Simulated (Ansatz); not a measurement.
**Cl3HSTi: small, medium and large basis sets**

An exercise on one series of results from a longer session: the logs are not shown, and one member is left open.

Computed with Ansatz 0.2.0, Gaussian basis. Level: one geometry, several basis sets.

Plan: PBE0-D4/def2-SVP; ωB97M-V/def2-SVP; PBE0-D4/def2-QZVPP; ωB97M-V/def2-QZVPP; the functionals' def2-TZVPP values are taken from earlier runs.

### Structure used throughout

An earlier PBE0-D4 in a triple-zeta def2 set relaxation fixed the geometry.

SMILES `[SH][Ti]([Cl])([Cl])[Cl]`, 6 atoms, charge 0, spin multiplicity 1.

Atoms are counted from 1 here; the program's logs count them from 0.

Bond lengths: S1–Ti2 2.254 Å, S1–H6 1.350 Å, Ti2–Cl3 2.162 Å, Ti2–Cl4 2.173 Å, Ti2–Cl5 2.173 Å. Angles: Ti2–S1–H6 90.3°, S1–Ti2–Cl3 104.5°, S1–Ti2–Cl4 109.3°, S1–Ti2–Cl5 109.2°, Cl3–Ti2–Cl4 112.3°, Cl3–Ti2–Cl5 112.4°, Cl4–Ti2–Cl5 109.0°.

The first run:

Input file in.yaml:

```yaml
crystal:
  periodic: [false, false, false]
  atoms:
    - {symbol: S, position_ang: [-0.927535, 0.679664, 1.423313]}
    - {symbol: Ti, position_ang: [0.383732, -0.272925, -0.142453]}
    - {symbol: Cl, position_ang: [1.935268, -1.269368, 0.985441]}
    - {symbol: Cl, position_ang: [-0.800167, -1.662262, -1.320820]}
    - {symbol: Cl, position_ang: [1.173710, 1.271542, -1.450359]}
    - {symbol: H, position_ang: [-1.722908, 1.189149, 0.458678]}
basis:
  gaussian: {orbitals: def2-SVP}
hamiltonian: {xc: pbe0, dispersion: d4}
output: {orbitals: {seedname: orbitals}}
```

Among the steps run: PBE0-D4 in def2-SVP; ωB97M-V in def2-SVP; PBE0-D4 in def2-QZVPP; ωB97M-V in def2-QZVPP.

One of the session's tables, all rows but one given; the rest of the session is left out.

It belongs to the step «Functionals by basis». 

```
functional       basis  HOMO (eV)  LUMO (eV)
   PBE0-D4    def2-SVP      -8.27      -3.68
   PBE0-D4  def2-TZVPP      -8.32      -3.62
   PBE0-D4  def2-QZVPP      -8.34      -3.64
   ωB97M-V    def2-SVP     -10.32      -1.46
   ωB97M-V  def2-TZVPP          ?          ?
   ωB97M-V  def2-QZVPP     -10.46      -1.49
```

**Question.** Estimate the row for ωB97M-V, def2-TZVPP.

The run gave: HOMO (eV): -10.43; LUMO (eV): -1.46. In the column «HOMO (eV)» it lies between ωB97M-V, def2-QZVPP (-10.46) and ωB97M-V, def2-SVP (-10.32).
